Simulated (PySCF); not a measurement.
# MoF4+: ligand-field states, part 2 of 2

PySCF 2.14.0. Atoms count from 0. The steps go on from the part before.

## (7) Ligand-field states: state-averaged CASSCF (angle to the S4 axis at 72°)

What the job is given:

```
{"job": {"kind": "lf", "basis": {"metal": "x2c-TZVPall", "ligand": "x2c-SVPall"}, "nevpt": true, "reuse": true}, "charge": 1, "metal": "Mo", "open_shell": "d1"}
Mo     0.000000     0.000000     0.000000
F      1.203772     1.203772     0.553140
F     -1.203772    -1.203772     0.553140
F     -1.203772     1.203772    -0.553140
F      1.203772    -1.203772    -0.553140
```

With the program's defaults for keys left out, this is: state-averaged CASSCF of the metal d shell, SC-NEVPT2 on the averaged canonical orbitals, state-interaction spin-orbit coupling.

What it wrote:

```text
basis functions 119, electrons 77, active (1e, 5o)
start from the orbitals of the previous structure
stage 1: DIIS on the effective Fock matrix, level shift 0.30
cycle   1  E = -4442.4193003972  dE = -4.442e+03  max|g| = 1.618e+00
cycle   2  E = -4443.5646036535  dE = -1.145e+00  max|g| = 3.536e-01
cycle   3  E = -4443.6362157177  dE = -7.161e-02  max|g| = 9.121e-02
cycle   4  E = -4443.6425193901  dE = -6.304e-03  max|g| = 9.024e-02
cycle   5  E = -4443.6478663519  dE = -5.347e-03  max|g| = 3.636e-02
cycle   6  E = -4443.6489931342  dE = -1.127e-03  max|g| = 7.790e-03
cycle   7  E = -4443.6491085705  dE = -1.154e-04  max|g| = 3.800e-03
cycle   8  E = -4443.6491366159  dE = -2.805e-05  max|g| = 2.193e-03
cycle   9  E = -4443.6491425627  dE = -5.947e-06  max|g| = 1.148e-03
cycle  10  E = -4443.6491440647  dE = -1.502e-06  max|g| = 5.411e-04
cycle  11  E = -4443.6491444107  dE = -3.461e-07  max|g| = 2.423e-04
cycle  12  E = -4443.6491444916  dE = -8.090e-08  max|g| = 1.165e-04
cycle  13  E = -4443.6491445134  dE = -2.179e-08  max|g| = 7.027e-05
cycle  14  E = -4443.6491445183  dE = -4.879e-09  max|g| = 4.047e-05
cycle  15  E = -4443.6491445198  dE = -1.534e-09  max|g| = 2.469e-05
cycle  16  E = -4443.6491445204  dE = -5.330e-10  max|g| = 1.466e-05
cycle  17  E = -4443.6491445205  dE = -1.637e-10  max|g| = 9.377e-06
converged average energy = -4443.6491445205

 mult deg   label        CASSCF/cm-1   NEVPT2/cm-1
   2   1   2A1                 0.0           0.0
   2   2   2E              11173.6       13137.7
   2   1   2B1             11281.1       14066.8
   2   1   2B2             47020.6       48419.6

spin-orbit levels / cm-1
      0.00  x2  2A1 1.00
  13012.78  x2  2E 1.00
  13119.68  x2  2E 0.76 2B1 0.24
  14412.56  x2  2B1 0.76 2E 0.24
  48494.72  x2  2B2 1.00
```

Wall time 3.9 s (1 thread of Arm Neoverse V2, shared host); peak memory 0.31 GiB.

Warnings kept with the result: strongly covalent, metal-shell active space is small for this complex.

From this job:

```
             quantity     value
spin-orbit constant ζ  674 cm⁻¹
```

Powder susceptibility:

```
T (K)  χT (cm³ K/mol)  μ(eff)
    2           0.321    1.60
   20           0.322    1.60
  100           0.325    1.61
  300           0.332    1.63
```

## (8) Ligand-field states: state-averaged CASSCF (angle to the S4 axis at 80°)

What the job is given:

```
{"job": {"kind": "lf", "basis": {"metal": "x2c-TZVPall", "ligand": "x2c-SVPall"}, "nevpt": true, "reuse": true}, "charge": 1, "metal": "Mo", "open_shell": "d1"}
Mo     0.000000     0.000000     0.000000
F      1.246492     1.246492     0.310830
F     -1.246492    -1.246492     0.310830
F     -1.246492     1.246492    -0.310830
F      1.246492    -1.246492    -0.310830
```

Method: state-averaged CASSCF of the metal d shell, SC-NEVPT2 on the averaged canonical orbitals, state-interaction spin-orbit coupling.

What it wrote:

```text
basis functions 119, electrons 77, active (1e, 5o)
start from the orbitals of the previous structure
stage 1: DIIS on the effective Fock matrix, level shift 0.30
cycle   1  E = -4441.9413556211  dE = -4.442e+03  max|g| = 1.917e+00
cycle   2  E = -4443.4967313658  dE = -1.555e+00  max|g| = 4.702e-01
cycle   3  E = -4443.5923629200  dE = -9.563e-02  max|g| = 1.197e-01
cycle   4  E = -4443.6031255240  dE = -1.076e-02  max|g| = 1.027e-01
cycle   5  E = -4443.6099057765  dE = -6.780e-03  max|g| = 4.224e-02
cycle   6  E = -4443.6114345990  dE = -1.529e-03  max|g| = 1.109e-02
cycle   7  E = -4443.6116233829  dE = -1.888e-04  max|g| = 5.631e-03
cycle   8  E = -4443.6116758948  dE = -5.251e-05  max|g| = 3.218e-03
cycle   9  E = -4443.6116885560  dE = -1.266e-05  max|g| = 1.726e-03
cycle  10  E = -4443.6116926343  dE = -4.078e-06  max|g| = 8.168e-04
cycle  11  E = -4443.6116937853  dE = -1.151e-06  max|g| = 3.742e-04
cycle  12  E = -4443.6116941288  dE = -3.435e-07  max|g| = 2.274e-04
cycle  13  E = -4443.6116942272  dE = -9.834e-08  max|g| = 1.306e-04
cycle  14  E = -4443.6116942537  dE = -2.652e-08  max|g| = 7.935e-05
cycle  15  E = -4443.6116942595  dE = -5.796e-09  max|g| = 5.245e-05
cycle  16  E = -4443.6116942617  dE = -2.166e-09  max|g| = 3.423e-05
cycle  17  E = -4443.6116942629  dE = -1.282e-09  max|g| = 2.413e-05
cycle  18  E = -4443.6116942640  dE = -1.052e-09  max|g| = 1.714e-05
cycle  19  E = -4443.6116942646  dE = -5.903e-10  max|g| = 1.193e-05
cycle  20  E = -4443.6116942648  dE = -2.356e-10  max|g| = 8.454e-06
converged average energy = -4443.6116942648

 mult deg   label        CASSCF/cm-1   NEVPT2/cm-1
   2   1   2A1                 0.0           0.0
   2   2   2E               7556.6       11099.2
   2   1   2B1             14498.0       18814.4
   2   1   2B2             57920.8       61213.7

spin-orbit levels / cm-1
      0.00  x2  2A1 0.99
  10911.62  x2  2E 0.99
  11430.31  x2  2E 0.99
  18906.30  x2  2B1 0.99
  61295.44  x2  2B2 1.00
```

It took 4.4 s on 1 thread of Arm Neoverse V2, shared host; peak memory 0.31 GiB.

Warnings kept with the result: strongly covalent, metal-shell active space is small for this complex.

Key values:

```
             quantity     value
spin-orbit constant ζ  711 cm⁻¹
```

Powder susceptibility:

```
T (K)  χT (cm³ K/mol)  μ(eff)
    2           0.312    1.58
   20           0.313    1.58
  100           0.317    1.59
  300           0.325    1.61
```

## (9) Ligand-field states: state-averaged CASSCF (angle to the S4 axis at 90°)

What the job is given:

```
{"job": {"kind": "lf", "basis": {"metal": "x2c-TZVPall", "ligand": "x2c-SVPall"}, "nevpt": true, "reuse": true}, "charge": 1, "metal": "Mo", "open_shell": "d1"}
Mo     0.000000     0.000000     0.000000
F      1.265721     1.265721     0.000000
F     -1.265721    -1.265721     0.000000
F     -1.265721     1.265721     0.000000
F      1.265721    -1.265721     0.000000
```

Level: state-averaged CASSCF of the metal d shell, SC-NEVPT2 on the averaged canonical orbitals, state-interaction spin-orbit coupling.

What it wrote:

```text
basis functions 119, electrons 77, active (1e, 5o)
start from the orbitals of the previous structure
stage 1: DIIS on the effective Fock matrix, level shift 0.30
cycle   1  E = -4440.9992043695  dE = -4.441e+03  max|g| = 2.263e+00
cycle   2  E = -4443.3993272982  dE = -2.400e+00  max|g| = 5.510e-01
cycle   3  E = -4443.5511525422  dE = -1.518e-01  max|g| = 1.730e-01
cycle   4  E = -4443.5732357167  dE = -2.208e-02  max|g| = 1.246e-01
cycle   5  E = -4443.5834511138  dE = -1.022e-02  max|g| = 5.087e-02
cycle   6  E = -4443.5858086913  dE = -2.358e-03  max|g| = 1.464e-02
cycle   7  E = -4443.5861964536  dE = -3.878e-04  max|g| = 7.475e-03
cycle   8  E = -4443.5863345850  dE = -1.381e-04  max|g| = 4.210e-03
cycle   9  E = -4443.5863829500  dE = -4.837e-05  max|g| = 2.253e-03
cycle  10  E = -4443.5864050008  dE = -2.205e-05  max|g| = 1.023e-03
cycle  11  E = -4443.5864141773  dE = -9.176e-06  max|g| = 6.616e-04
cycle  12  E = -4443.5864173866  dE = -3.209e-06  max|g| = 4.139e-04
cycle  13  E = -4443.5864182392  dE = -8.527e-07  max|g| = 2.324e-04
cycle  14  E = -4443.5864184168  dE = -1.776e-07  max|g| = 1.725e-04
cycle  15  E = -4443.5864184538  dE = -3.699e-08  max|g| = 1.165e-04
cycle  16  E = -4443.5864184615  dE = -7.667e-09  max|g| = 7.766e-05
cycle  17  E = -4443.5864184689  dE = -7.435e-09  max|g| = 5.160e-05
cycle  18  E = -4443.5864184762  dE = -7.271e-09  max|g| = 3.326e-05
cycle  19  E = -4443.5864184798  dE = -3.597e-09  max|g| = 2.167e-05
cycle  20  E = -4443.5864184810  dE = -1.231e-09  max|g| = 1.561e-05
cycle  21  E = -4443.5864184814  dE = -4.175e-10  max|g| = 1.089e-05
cycle  22  E = -4443.5864184815  dE = -1.210e-10  max|g| = 7.844e-06
converged average energy = -4443.5864184815

 mult deg   label        CASSCF/cm-1   NEVPT2/cm-1
   2   1   2A1g                0.0           0.0
   2   2   2Eg              5575.3       10083.3
   2   1   2B2g            16230.3       21484.0
   2   1   2B1g            64245.0       69196.6

spin-orbit levels / cm-1
      0.00  x2  2A1g 0.99
   9849.31  x2  2Eg 0.99
  10489.81  x2  2Eg 1.00
  21569.58  x2  2B2g 1.00
  69284.66  x2  2B1g 1.00
```

Run time: 4.6 s. Hardware: 1 thread of Arm Neoverse V2, shared host; peak memory 0.31 GiB.

Warnings kept with the result: strongly covalent, metal-shell active space is small for this complex.

In short:

```
             quantity     value
spin-orbit constant ζ  746 cm⁻¹
```

Powder susceptibility:

```
T (K)  χT (cm³ K/mol)  μ(eff)
    2           0.306    1.57
   20           0.307    1.57
  100           0.311    1.58
  300           0.321    1.60
```

## (10) Ligand field across the series

From the NEVPT2 states (cm⁻¹; the spread is that of the fitted one-electron ligand-field levels):

```
step                     setting  ground state    next state  orbital spread    ζ  μ(eff), 300 K
   2                    as given            2E  2T2 at 17490           17490  649           1.65
   3  angle to the S4 axis at 45           2B1   2A1 at 7315           26950  651           1.62
   4  angle to the S4 axis at 50           2B1   2A1 at 3851           22332  650           1.64
   5  angle to the S4 axis at 60           2A1   2B1 at 4563           26729  651           1.65
   6  angle to the S4 axis at 65           2A1   2B1 at 8787           35838  656           1.64
   7  angle to the S4 axis at 72           2A1   2E at 13138           48420  674           1.63
   8  angle to the S4 axis at 80           2A1   2E at 11099           61214  711           1.61
   9  angle to the S4 axis at 90          2A1g  2Eg at 10083           69197  746           1.60
```

## (11) Results

The summary covers parts 1 to 2.

| quantity | value |
| --- | --- |
| spin-orbit constant ζ (step 2, state-averaged CASSCF) | 649 cm⁻¹ |
| ground multiplicity, μ(eff) at 300 K (step 2, 4 donors at 1.79 Å) | 2, 1.65 μB |
| ground multiplicity, μ(eff) at 300 K (step 3, 4 donors at 1.79 Å) | 2, 1.62 μB |
| ground multiplicity, μ(eff) at 300 K (step 4, 4 donors at 1.79 Å) | 2, 1.64 μB |
| ground multiplicity, μ(eff) at 300 K (step 5, 4 donors at 1.79 Å) | 2, 1.65 μB |
| ground multiplicity, μ(eff) at 300 K (step 6, 4 donors at 1.79 Å) | 2, 1.64 μB |
| ground multiplicity, μ(eff) at 300 K (step 7, 4 donors at 1.79 Å) | 2, 1.63 μB |
| ground multiplicity, μ(eff) at 300 K (step 8, 4 donors at 1.79 Å) | 2, 1.61 μB |
| ground multiplicity, μ(eff) at 300 K (step 9, 4 donors at 1.79 Å) | 2, 1.60 μB |

In words: In step 2, χT goes from 0.33 at 2 K to 0.34 cm³ K/mol at 300 K: nearly flat, so one level governs the whole range. The spread of the ligand-field levels runs from 17490 cm⁻¹ (as given) to 69197 cm⁻¹ (angle to the S4 axis at 90); μ(eff) at 300 K: 1.60 to 1.65 μB. The bonding is strongly covalent, and an active space of the metal's shell alone is small for it, so these values are rough.
